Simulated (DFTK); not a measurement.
Crystal: HPbNO4.

```
CELL_PARAMETERS angstrom
3.85778 0.00000 0.00000
-0.04303 5.53506 0.00000
-0.41973 -1.73538 5.78618
ATOMIC_POSITIONS crystal
H 0.10913 0.65718 0.54463
Pb 0.61029 0.52127 0.15100
N 0.91580 0.96263 0.95867
O 0.01384 0.13639 0.88084
O 0.72398 0.01057 0.12858
O 0.00389 0.73732 0.87043
O 0.11927 0.59324 0.37651
```

The cell was built by a generator and needn't be a form met in nature.

Base run:

* Program: DFTK 0.8.2
* Functional: LDA
* Potentials or basis: dojo.nc.sr.lda.v0_4_1.standard.upf (LDA)
* Cutoff: 1143 eV
* k mesh: 4 × 3 × 3
* Occupations: fermi-dirac, width 0.05 eV
* Spin: no spin polarisation

Its results: band gap on the k mesh 3.16 eV, indirect (least direct gap 3.25 eV); pressure -4.3 GPa; largest force 0.840 eV/Å.

Question: The run is repeated on the same cell with these changes: functional from LDA to r2SCAN; potentials or basis from dojo.nc.sr.lda.v0_4_1.standard.upf (LDA) to in-house norm-conserving set (r2SCAN, scalar relativistic); cutoff from 1143 eV to 1279 eV. What comes out?

Answer: Band gap on the k mesh 3.55 eV, indirect (least direct gap 3.64 eV); pressure -2.6 GPa; largest force 0.699 eV/Å.

Caveats: spin-orbit coupling is left out, which as a rule narrows the gap of such compounds by several tenths of an eV; the mesh misses the band edges, which the band path finds closer together; the program warned that the kinetic-energy density falls under its von Weizsäcker bound, which can give unphysical results (some runs).
